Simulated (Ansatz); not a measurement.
## HfRu3 in Ansatz: convergence with smearing width

The system is HfRu3.

```
CELL_PARAMETERS angstrom
3.95577 0.00000 0.00000
0.00000 3.95577 0.00000
0.00000 0.00000 3.95577
ATOMIC_POSITIONS crystal
Hf 0.00000 0.00000 0.00000
Ru 0.00000 0.50000 0.50000
Ru 0.50000 0.00000 0.50000
Ru 0.50000 0.50000 0.00000
```

The cell comes from a database or a generator and needn't be the stable form of this composition.

```yaml
Program: Ansatz 0.2.0
Task: convergence study
Functional: r2SCAN
Potentials_or_basis: Ansatz PAW
Cutoff: "500 eV (not typed: the program's choice for these potentials)"
k_mesh: 6 × 6 × 6
Occupations: gaussian, width 0.3 eV
Spin: no spin polarisation
```

These are the settings of the first run; the series varies smearing width, with any setting tied to it.

Hardware: 2 threads of Intel(R) Xeon(R) Platinum 8488C (Sapphire Rapids) (shared host).

Question: The values tried are 0.3 eV, 0.2 eV, 0.15 eV, 0.1 eV, 0.05 eV, 0.025 eV, 0.01 eV, 0.005 eV, loosest first. From which on does the energy stay within 1 meV/atom of the tightest run that finished?

Answer: From 0.1 eV on.

```
smearing width  energy less the tightest run, at zero smearing (meV/atom)  pressure (GPa)  SCF cycles  CPU time (s)  peak memory (GiB)
        0.3 eV                                                      -1.91           -5.63           8           5.4               0.55
        0.2 eV                                                      -1.91           -5.88           8           4.9               0.55
       0.15 eV                                                      -1.46           -5.96           8           5.3               0.56
        0.1 eV                                                      -0.95           -6.01           8           5.1               0.55
       0.05 eV                                                      -0.32           -6.03           8           5.1               0.55
      0.025 eV                                                      -0.14           -6.03           8             5               0.55
       0.01 eV                                                      -0.05           -6.02           8           5.3               0.55
      0.005 eV                                                       0.00           -6.01           8             5               0.55
```

Against the tightest run, the pressure stays within 0.1 GPa from 0.15 eV on. Narrower smearing needs a denser k mesh, so at a fixed mesh the narrowest width isn't the most accurate. The tightest run that finished is the yardstick and may itself not be fully converged.

Caveat, for the tightest run too: the PAW data sets come from PBE, with cores solved anew for the run's functional, which leaves a small shift of forces and pressure. The run has no spin-orbit coupling, so splittings on Hf are missing.
